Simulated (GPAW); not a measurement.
Crystal: Ag3Au.

```xyz
4
Lattice="-2.0595 2.0595 4.0976 2.0595 -2.0595 4.0976 2.0595 2.0595 -4.0976" Properties=species:S:1:pos:R:3 pbc="T T T"
Au    0.0000    0.0000    0.0000
Ag    0.0000    0.0000    4.0976
Ag    2.0595    0.0000    2.0488
Ag    0.0000    2.0595    2.0488
```

The cell comes from a database or a generator and needn't be the stable form of this composition.

Base run:

| Property | Result |
| --- | --- |
| Program | GPAW 26.7.0 |
| Functional | PBEsol |
| Potentials or basis | PAW data sets generated in the run's folder for this functional |
| Cutoff | 600 eV |
| Basis | pw |
| k mesh | 6 × 6 × 6 |
| Occupations | fermi-dirac, width 0.05 eV |
| Spin | no spin polarisation |

Its results: pressure -3.9 GPa.

Problem. The run is repeated on the same cell with these changes: functional from PBEsol to LDA; potentials or basis from PAW data sets generated in the run's folder for this functional to the program's PAW data sets (release 1.2.1) made for this functional. What comes out?

Solution. Pressure -8.4 GPa.

Caveats: with this Au data set, volumes or pressures lay over 1.5 % or 2 GPa off other programs in two to four cells of ten.
